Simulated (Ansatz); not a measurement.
**F2H2HfSe2: one species, many methods**

The task here is to estimate one member of a computed series from the others.

The runs use Ansatz 0.2.0, Gaussian basis; functionals in def2-TZVPP, the program's frozen cores in correlated methods.

Plan: LDA (SPW92), PBE-D4, revPBE-D4, BLYP-D4, r2SCAN-D4, B97M-V, PBE0-D4, B3LYP-D4, r2SCANh-D4, r2SCAN0-D4, HSE06-D4, BHLYP-D4, CAM-B3LYP-D4, LC-ωPBE, ωB97X-V, ωB97M-V, B2PLYP, PBE-QIDH; CCSD(T)/def2-SVP; CCSD(T)/def2-TZVPP; MP2/def2-QZVPP; extrapolation to the limit; RPA on PBE.

## The geometry

The geometry comes from an earlier relaxation with PBE0-D4 in a triple-zeta def2 set; it is a stationary point, not always the lowest conformer. Hf takes the def2 core potential; no spin-orbit term is included.

SMILES `[F][Hf]([F])([SeH])[SeH]`, 7 atoms, charge 0, spin multiplicity 1.

Atoms are counted from 1 here; the program's logs count them from 0.

Bond lengths: F1–Hf2 1.889 Å, Hf2–F3 1.891 Å, Hf2–Se4 2.563 Å, Hf2–Se5 2.572 Å, Se4–H6 1.475 Å, Se5–H7 1.475 Å. Angles: F1–Hf2–F3 110.9°, F1–Hf2–Se4 107.7°, F1–Hf2–Se5 111.2°, F3–Hf2–Se4 112.3°, F3–Hf2–Se5 108.2°, Se4–Hf2–Se5 106.5°, Hf2–Se4–H6 87.1°, Hf2–Se5–H7 88.9°.

The first run:

Input file in.yaml:

```yaml
crystal:
  periodic: [false, false, false]
  atoms:
    - {symbol: F, position_ang: [0.508313, -2.287449, -0.512175]}
    - {symbol: Hf, position_ang: [0.139181, -0.533564, 0.085392]}
    - {symbol: F, position_ang: [1.183335, -0.103772, 1.601671]}
    - {symbol: Se, position_ang: [-2.374679, -0.385714, 0.563279]}
    - {symbol: Se, position_ang: [0.637017, 1.197405, -1.750573]}
    - {symbol: H, position_ang: [-2.084023, 0.856850, 1.302431]}
    - {symbol: H, position_ang: [2.052055, 1.188345, -1.335626]}
basis:
  gaussian: {orbitals: def2-TZVPP}
hamiltonian: {xc: lda}
output: {orbitals: {seedname: orbitals}}
```

The run is started by

```sh
ansatz run in.yaml --threads 2 --pin off --events-out ev --progress --plain --max-ram 32768MiB --backend cpu
```

Among the steps run: LDA; PBE-D4 (GGA); revPBE-D4 (GGA); BLYP-D4 (GGA); r2SCAN-D4 (meta-GGA); B97M-V (meta-GGA); B3LYP-D4 (hybrid); r2SCANh-D4 (hybrid); r2SCAN0-D4 (hybrid); HSE06-D4 (hybrid); BHLYP-D4 (hybrid); CAM-B3LYP-D4 (range-separated); LC-ωPBE (range-separated); ωB97X-V (range-separated); ωB97M-V (range-separated); B2PLYP (double hybrid); PBE-QIDH (double hybrid).

One table of the session follows, with a row left open; its other results are not shown here.

It belongs to the step «Orbital energies across the functionals». 

```
  functional  HOMO (eV)  LUMO (eV)  gap (eV)
 LDA (SPW92)      -6.56      -2.92      3.64
      PBE-D4      -6.38      -2.67      3.71
   revPBE-D4      -6.31      -2.58      3.73
     BLYP-D4      -6.20      -2.54      3.66
   r2SCAN-D4      -6.68      -2.51      4.17
      B97M-V      -6.69      -2.44      4.25
     PBE0-D4      -7.52      -1.90      5.62
    B3LYP-D4      -7.28      -2.09      5.19
  r2SCANh-D4      -7.10      -2.23      4.87
  r2SCAN0-D4      -7.73      -1.80      5.92
    HSE06-D4      -7.13      -2.27      4.86
    BHLYP-D4      -8.50      -0.97      7.52
CAM-B3LYP-D4      -8.77      -0.83      7.94
     LC-ωPBE     -10.11       0.28     10.39
     ωB97X-V          ?          ?         ?
     ωB97M-V      -9.63       0.09      9.72
```

**Question.** Estimate the row for ωB97X-V.

**Answer.** HOMO (eV): -9.77; LUMO (eV): 0.20; gap (eV): 9.97. In the column «HOMO (eV)» it lies between LC-ωPBE (-10.11) and ωB97M-V (-9.63).
